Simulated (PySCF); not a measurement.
# InBr: basis, grid and Hamiltonian

Aim: see how much the energy and properties of InBr depend on the numerical set-up.

Method: each script names its method and basis; program: PySCF 2.14.0.

2 further runs of the same task are left out: 2 that didn't finish.

## (1) The system as given

InBr: 2 atoms, charge 0, spin multiplicity 1.

Bond lengths: In1–Br2 2.505 Å.

## (2) The base run

input.py

```python
from pyscf import gto, scf
from pyscf.hessian import thermo

mol = gto.M(
    atom='In 0 0 0; Br 0 0 2.505',
    basis='sbkjc',
    ecp={'In': 'sbkjc', 'Br': 'sbkjc'},
    charge=0,
    spin=0,
    verbose=4,
)
mf = scf.RHF(mol)
mf.kernel()
hess = mf.Hessian().kernel()
print('wavenumber (cm^-1) =', thermo.harmonic_analysis(mol, hess)['freq_wavenumber'].round(1))
mf.dip_moment()
print('orbital energies (hartree):', mf.mo_energy[..., max(0, mol.nelec[1]-3):mol.nelec[0]+3].round(4))
```

Run with:

```sh
$ OMP_NUM_THREADS=1 python input.py
```

Its log is not repeated here.

In short: E(SCF) = -201.474709 Eh, 12 cycles, μ = 4.05 D, wavenumbers 263 cm⁻¹.

The bond length is a typed value, not an optimised one, so the wavenumber is not that of the minimum.

## (3) Def2-svp

Variant 1 changes basis set: sbkjc → def2-svp. The core potential changes with it: totals don't compare.

Edit input.py of step 2 so:

```diff
@@ -5,4 +5,4 @@
     atom='In 0 0 0; Br 0 0 2.505',
-    basis='sbkjc',
-    ecp={'In': 'sbkjc', 'Br': 'sbkjc'},
+    basis='def2-svp',
+    ecp={'In': 'def2-svp'},
     charge=0,
```

Run with:

```sh
$ OMP_NUM_THREADS=1 python input.py
```

Log, cut to the lines that bear on the results:

```text
[lines on the frontier levels of each cycle are left out]
PySCF version 2.14.0

[INPUT] verbose = 4
[INPUT] num. atoms = 2
[INPUT] num. electrons = 56
[INPUT] charge = 0
[INPUT] spin (= nelec alpha-beta = 2S) = 0
[INPUT] symmetry False subgroup None
[INPUT] Mole.unit = angstrom
[INPUT] Symbol           X                Y                Z      unit          X                Y                Z       unit  Magmom
[INPUT]  1 In     0.000000000000   0.000000000000   0.000000000000 AA    0.000000000000   0.000000000000   0.000000000000 Bohr   0.0
[INPUT]  2 Br     0.000000000000   0.000000000000   2.505000000000 AA    0.000000000000   0.000000000000   4.733763942035 Bohr   0.0

nuclear repulsion = 155.267564880719
number of shells = 22
number of NR pGTOs = 135
number of NR cGTOs = 58
basis = def2-svp
ecp = {'In': 'def2-svp'}

******** <class 'pyscf.scf.hf.RHF'> ********
method = RHF
initial guess = minao
damping factor = 0
level_shift factor = 0
DIIS = <class 'pyscf.scf.diis.CDIIS'>
diis_start_cycle = 1
diis_space = 8
diis_damp = 0
SCF conv_tol = 1e-09
SCF conv_tol_grad = None
SCF max_cycles = 50
direct_scf = True
direct_scf_tol = 1e-13
Set gradient conv threshold to 3.16228e-05
Initial guess from minao.
init E= -2738.75563448643
cycle= 1 E= -2761.0970388674  delta_E= -22.3  |g|= 1.13  |ddm|= 11.8
cycle= 2 E= -2761.3720671148  delta_E= -0.275  |g|= 0.409  |ddm|= 2.86
cycle= 3 E= -2761.39827513775  delta_E= -0.0262  |g|= 0.0355  |ddm|= 0.415
cycle= 4 E= -2761.3987425255  delta_E= -0.000467  |g|= 0.016  |ddm|= 0.101
cycle= 5 E= -2761.39879870083  delta_E= -5.62e-05  |g|= 0.00374  |ddm|= 0.024
cycle= 6 E= -2761.39881236368  delta_E= -1.37e-05  |g|= 0.00084  |ddm|= 0.019
cycle= 7 E= -2761.39881312843  delta_E= -7.65e-07  |g|= 0.000293  |ddm|= 0.00366
cycle= 8 E= -2761.39881323923  delta_E= -1.11e-07  |g|= 5.83e-05  |ddm|= 0.00127
cycle= 9 E= -2761.39881324287  delta_E= -3.64e-09  |g|= 9.12e-06  |ddm|= 0.000216
cycle= 10 E= -2761.39881324295  delta_E= -8.28e-11  |g|= 1.27e-06  |ddm|= 3.67e-05
Extra cycle  E= -2761.39881324295  delta_E= 3.64e-12  |g|= 5.52e-07  |ddm|= 3.49e-06
converged SCF energy = -2761.39881324295
wavenumber (cm^-1) = [261.2]
Dipole moment(X, Y, Z, Debye):  0.00000, -0.00000, -2.99541
orbital energies (hartree): [-0.3931 -0.3931 -0.3244  0.0229  0.0229  0.097 ]
```

It took 24 s on 1 thread of Intel Xeon Platinum 8488C, shared host; peak memory 0.14 GiB.

Result: E(SCF) = -2761.398813 Eh, 10 cycles, μ = 3.00 D, wavenumbers 261 cm⁻¹.

## (4) Sto-3g (core potential off)

Variant 2 changes basis set: sbkjc → sto-3g; core potential: on → off. The core potential changes with it: totals don't compare.

Edit input.py of step 2 so:

```diff
@@ -5,4 +5,3 @@
     atom='In 0 0 0; Br 0 0 2.505',
-    basis='sbkjc',
-    ecp={'In': 'sbkjc', 'Br': 'sbkjc'},
+    basis='sto-3g',
     charge=0,
```

Run with:

```sh
$ OMP_NUM_THREADS=1 python input.py
```

Log, cut to the lines that bear on the results:

```text
[lines on the frontier levels of each cycle are left out]
[... 4 set-up lines left out, the same as in an earlier log ...]
[INPUT] num. electrons = 84
[... 8 set-up lines left out, the same as in an earlier log ...]
nuclear repulsion = 362.290984721677
number of shells = 19
[... 1 set-up line left out, the same as in an earlier log ...]
number of NR cGTOs = 45
basis = sto-3g
ecp = {}
[... 17 set-up lines left out, the same as in an earlier log ...]
init E= -8208.1627391545
cycle= 1 E= -8227.54609435025  delta_E= -19.4  |g|= 0.298  |ddm|= 1.53
cycle= 2 E= -8227.58990712357  delta_E= -0.0438  |g|= 0.0403  |ddm|= 0.819
cycle= 3 E= -8227.59106802905  delta_E= -0.00116  |g|= 0.0102  |ddm|= 0.117
cycle= 4 E= -8227.5911826459  delta_E= -0.000115  |g|= 0.00327  |ddm|= 0.04
cycle= 5 E= -8227.59119606412  delta_E= -1.34e-05  |g|= 0.00036  |ddm|= 0.0169
cycle= 6 E= -8227.59119622198  delta_E= -1.58e-07  |g|= 7.4e-05  |ddm|= 0.00156
cycle= 7 E= -8227.59119622943  delta_E= -7.46e-09  |g|= 2.41e-05  |ddm|= 0.000292
cycle= 8 E= -8227.5911962303  delta_E= -8.69e-10  |g|= 3.21e-06  |ddm|= 0.000125
Extra cycle  E= -8227.59119623031  delta_E= -5.46e-12  |g|= 1.49e-06  |ddm|= 8.75e-06
converged SCF energy = -8227.59119623031
wavenumber (cm^-1) = [237.9]
Dipole moment(X, Y, Z, Debye): -0.00000,  0.00000, -2.78211
orbital energies (hartree): [-0.2694 -0.2694 -0.1776  0.2059  0.2059  0.378 ]
```

Run time: 18 s. Hardware: 1 thread of Intel Xeon Platinum 8488C, shared host.

This run: E(SCF) = -8227.591196 Eh, 8 cycles, μ = 2.78 D, wavenumbers 238 cm⁻¹.

No relativity is included for the heavy element.

## (5) Cartesian functions on

Variant 3 changes Cartesian functions: off → on.

Edit input.py of step 2 so:

```diff
@@ -9,2 +9,3 @@
     spin=0,
+    cart=True,
     verbose=4,
```

Run with:

```sh
$ OMP_NUM_THREADS=1 python input.py
```

Log, cut to the lines that bear on the results:

```text
[lines on the frontier levels of each cycle are left out]
[... 4 set-up lines left out, the same as in an earlier log ...]
[INPUT] num. electrons = 28
[... 4 set-up lines left out, the same as in an earlier log ...]
[INPUT] Cartesian GTO integrals (6d 10f)
[... 4 set-up lines left out, the same as in an earlier log ...]
nuclear repulsion = 31.0535129761437
number of shells = 15
number of NR pGTOs = 82
number of NR cGTOs = 42
basis = sbkjc
ecp = {'In': 'sbkjc', 'Br': 'sbkjc'}
[... 17 set-up lines left out, the same as in an earlier log ...]
init E= -170.527700582236
cycle= 1 E= -188.666982934505  delta_E= -18.1  |g|= 8.21  |ddm|= 21.1
cycle= 2 E= -187.032510166019  delta_E= 1.63  |g|= 8.77  |ddm|= 74.9
cycle= 3 E= -200.936636431678  delta_E= -13.9  |g|= 1.59  |ddm|= 83.6
cycle= 4 E= -201.205554899231  delta_E= -0.269  |g|= 0.828  |ddm|= 4.91
cycle= 5 E= -201.469072447438  delta_E= -0.264  |g|= 0.167  |ddm|= 1.28
cycle= 6 E= -201.477185954858  delta_E= -0.00811  |g|= 0.0197  |ddm|= 0.41
cycle= 7 E= -201.477456110791  delta_E= -0.00027  |g|= 0.00668  |ddm|= 0.065
cycle= 8 E= -201.477495014405  delta_E= -3.89e-05  |g|= 0.00125  |ddm|= 0.0362
cycle= 9 E= -201.477496626284  delta_E= -1.61e-06  |g|= 0.000362  |ddm|= 0.00545
cycle= 10 E= -201.477496805884  delta_E= -1.8e-07  |g|= 4.18e-05  |ddm|= 0.00207
cycle= 11 E= -201.477496807425  delta_E= -1.54e-09  |g|= 6.67e-06  |ddm|= 0.000187
cycle= 12 E= -201.477496807465  delta_E= -3.98e-11  |g|= 6.48e-07  |ddm|= 2.58e-05
Extra cycle  E= -201.477496807465  delta_E= -2.56e-13  |g|= 2.27e-07  |ddm|= 2.09e-06
converged SCF energy = -201.477496807465
wavenumber (cm^-1) = [263.5]
Dipole moment(X, Y, Z, Debye): -0.00000, -0.00000, -4.01481
orbital energies (hartree): [-0.3917 -0.3917 -0.3252  0.0334  0.0334  0.1192]
```

Wall time 6.9 s (1 thread of Intel Xeon Platinum 8488C, shared host).

This run: E(SCF) = -201.477497 Eh (-0.0759 eV from the base), 12 cycles, μ = 4.01 D, wavenumbers 264 cm⁻¹.

## (6) Density fitting weigend

Variant 4 changes density fitting: none → weigend.

Edit input.py of step 2 so:

```diff
@@ -12,2 +12,3 @@
 mf = scf.RHF(mol)
+mf = mf.density_fit(auxbasis='weigend')
 mf.kernel()
```

Run with:

```sh
$ OMP_NUM_THREADS=1 python input.py
```

Log, cut to the lines that bear on the results:

```text
[lines on the frontier levels of each cycle are left out]
[... 15 set-up lines left out, the same as in an earlier log ...]
number of NR pGTOs = 77
number of NR cGTOs = 39
[... 3 set-up lines left out, the same as in an earlier log ...]
******** <class 'pyscf.df.df_jk.DFRHF'> ********
method = DFRHF
[... 10 set-up lines left out, the same as in an earlier log ...]
direct_scf = False
[... 2 set-up lines left out, the same as in an earlier log ...]
******** <class 'pyscf.df.df.DF'> ********
auxbasis = weigend
init E= -166.282416650965
cycle= 1 E= -180.762387780272  delta_E= -14.5  |g|=  9.1  |ddm|= 13.2
cycle= 2 E= -179.75596020411  delta_E= 1.01  |g|= 9.86  |ddm|=   16
cycle= 3 E= -197.988398572724  delta_E= -18.2  |g|= 2.13  |ddm|= 9.64
cycle= 4 E= -197.769841456091  delta_E= 0.219  |g|= 1.66  |ddm|= 3.22
cycle= 5 E= -198.791998759039  delta_E= -1.02  |g|= 0.364  |ddm|= 1.88
cycle= 6 E= -198.820825912934  delta_E= -0.0288  |g|= 0.0297  |ddm|= 0.53
cycle= 7 E= -198.821519303542  delta_E= -0.000693  |g|= 0.011  |ddm|= 0.08
cycle= 8 E= -198.821630930276  delta_E= -0.000112  |g|= 0.00202  |ddm|= 0.0448
cycle= 9 E= -198.821634688202  delta_E= -3.76e-06  |g|= 0.000553  |ddm|= 0.00667
cycle= 10 E= -198.821635080831  delta_E= -3.93e-07  |g|= 7.44e-05  |ddm|= 0.00267
cycle= 11 E= -198.821635084514  delta_E= -3.68e-09  |g|= 1.12e-05  |ddm|= 0.000203
cycle= 12 E= -198.821635084587  delta_E= -7.3e-11  |g|= 1.08e-06  |ddm|= 2.72e-05
Extra cycle  E= -198.821635084588  delta_E= -9.38e-13  |g|= 3.9e-07  |ddm|= 2.65e-06
converged SCF energy = -198.821635084588
wavenumber (cm^-1) = [165.6]
Dipole moment(X, Y, Z, Debye): -0.00000,  0.00000, -4.13852
orbital energies (hartree): [-0.3897 -0.3897 -0.3308  0.034   0.034   0.1205]
```

It took 4.4 s on 1 thread of Intel Xeon Platinum 8488C, shared host; peak memory 0.15 GiB.

The density fitting (weigend) was meant as a poor choice, so the numbers below may not describe InBr as the base run means it. Outcome: E(SCF) = -198.821635 Eh, 12 cycles, μ = 4.14 D, wavenumbers 166 cm⁻¹.

The weigend set is made for the Coulomb term alone, and here it fits exchange too. Fitting should move the energy by under a millihartree an atom: this set doesn't cover the cores, and the row isn't comparable.

## (7) Side by side

```
                                  run  E(SCF) (hartree)  from base (eV)  cycles  gap (eV)  SCF dipole (D)  functions          after the SCF
                                 base       -201.474709               0      12      9.75            4.05         39  highest mode 263 cm⁻¹
                             def2-svp      -2761.398813  not comparable      10      9.45            3.00         58  highest mode 261 cm⁻¹
          sto-3g (core potential off)      -8227.591196  not comparable       8     10.44            2.78         45  highest mode 238 cm⁻¹
               Cartesian functions on       -201.477497         -0.0759      12      9.76            4.01         42  highest mode 264 cm⁻¹
density fitting weigend (poor choice)       -198.821635  not comparable      12      9.93            4.14         39  highest mode 166 cm⁻¹
```

Wall time on 1 thread of Intel Xeon Platinum 8488C, shared host, start-up included: base 6.6 s; def2-svp 24 s; sto-3g (core potential off) 18 s; Cartesian functions on 6.9 s; density fitting weigend (poor choice) 4.4 s.

What this shows: The dearest run is “def2-svp”, at 24 s against 6.6 s. Rows marked «poor choice» come from settings spoiled on purpose.
